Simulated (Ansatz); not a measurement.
# Al6Fe5Co: the cost of one run

Computed with Ansatz 0.2.0 (DFT PBE, scalar-relativistic, plane waves, PAW, unless a step's input says otherwise).

3 further runs of the same task are left out: 2 that didn't finish, 1 set aside as unsound or not needed. Runs told in other sessions of the task aren't counted.

### Step 1. Starting point

Symmetry: P4/mmm, No. 123, tetragonal system. The conventional cell has a = 4.061 Å, b = 4.061 Å, c = 8.601 Å, α = 90.00°, β = 90.00°, γ = 90.00°. Around Al (site symmetry 2mm) lie 6 Fe at 2.48 to 2.50 Å and 2 Co at 2.48 Å and 6 Al at 2.83 to 2.88 Å. Around Al (site symmetry mmm) lie 8 Fe at 2.48 to 2.49 Å. Fe (site symmetry 4mm) has 8 Al at 2.48 to 2.50 Å and 5 Fe at 2.85 to 2.87 Å in its first shell of neighbours. Around Fe (site symmetry 4/mmm) lie 8 Al at 2.48 Å. Around Fe (site symmetry 4mm) lie 8 Al at 2.49 Å. Co (site symmetry 4/mmm) is surrounded by 8 Al at 2.48 Å.

As a file:

```
CELL_PARAMETERS angstrom
4.06102 0.00000 0.00000
0.00000 4.06102 0.00000
0.00000 0.00000 8.60090
ATOMIC_POSITIONS crystal
Al 0.00000 0.50000 0.83523
Al 0.00000 0.50000 0.16477
Al 0.00000 0.50000 0.50000
Al 0.50000 0.00000 0.83523
Al 0.50000 0.00000 0.16477
Al 0.50000 0.00000 0.50000
Fe 0.00000 0.00000 0.33420
Fe 0.00000 0.00000 0.66580
Fe 0.50000 0.50000 0.00000
Fe 0.50000 0.50000 0.33322
Fe 0.50000 0.50000 0.66678
Co 0.00000 0.00000 0.00000
```

The cell was relaxed beforehand at this level, from a generated guess; it is a trial structure. At a tolerance of 0.05 Å it has space group P4/mmm (No. 123); it has 11.82 Å³/atom, an uncorrected energy of -0.37 eV/atom over the elements.

### Step 2. Static run: bands, density of states and charges

Input file input.yaml:

```yaml
crystal:
  lattice:
    - [4.0610204451, 0.0, 0.0]
    - [0.0, 4.0610204451, 0.0]
    - [0.0, 0.0, 8.6009025758]
  atoms:
    - { symbol: Al, position: [0.0, 0.5, 0.8352295727] }
    - { symbol: Al, position: [0.0, 0.5, 0.1647704273] }
    - { symbol: Al, position: [0.0, 0.5, 0.5] }
    - { symbol: Al, position: [0.5, 0.0, 0.8352295727] }
    - { symbol: Al, position: [0.5, 0.0, 0.1647704273] }
    - { symbol: Al, position: [0.5, 0.0, 0.5] }
    - { symbol: Fe, position: [0.0, 0.0, 0.334199122], spin: 0.7 }
    - { symbol: Fe, position: [0.0, 0.0, 0.665800878], spin: 0.7 }
    - { symbol: Fe, position: [0.5, 0.5, 0.0], spin: 0.32 }
    - { symbol: Fe, position: [0.5, 0.5, 0.3332239825], spin: 0.99 }
    - { symbol: Fe, position: [0.5, 0.5, 0.6667760175], spin: 0.99 }
    - { symbol: Co, position: [0.0, 0.0, 0.0] }
basis:
  ecutwfc: 420
kpoints:
  mp_grid: { grid: [10, 10, 6] }
  band_path:
    path:
      - [[0.0, 0.0, 0.0], [0.0, 0.5, 0.0], [0.5, 0.5, 0.0], [0.0, 0.0, 0.0], [0.0, 0.0, 0.5], [0.0, 0.5, 0.5], [0.5, 0.5, 0.5], [0.0, 0.0, 0.5]]
      - [[0.0, 0.5, 0.0], [0.0, 0.5, 0.5]]
      - [[0.5, 0.5, 0.0], [0.5, 0.5, 0.5]]
    npoints: 10
hamiltonian:
  xc: pbe
scf:
  occupations: { method: gaussian, width: 0.1 }
  n_extra_bands: 30
output:
  forces: true
  stress: true
  eigenvalues: true
  populations: true
  dos: { projected: true, de: 0.02, nscf_kmesh: { grid: [12, 12, 8] } }
  bader: false
  write_density: true
  write_potential: true
  elf: true
  volumetric_format: npy
magnetization:
  spin_polarized: true
checkpoint:
  read: start.run
  write: ck
  compress: false
  write_wavefunctions: false
  write_every: 100000
```

Run with:

```sh
$ ansatz run input.yaml --threads 4 --pin off --max-ram 8192MiB --backend cpu --events-out ev --progress --plain --runs-dir out
```

**Question.** How long does this run take on 4 threads of AMD EPYC (Zen 3), shared host, and how much memory does it need?

About 4.1 min, with a peak of 1.7 GiB.
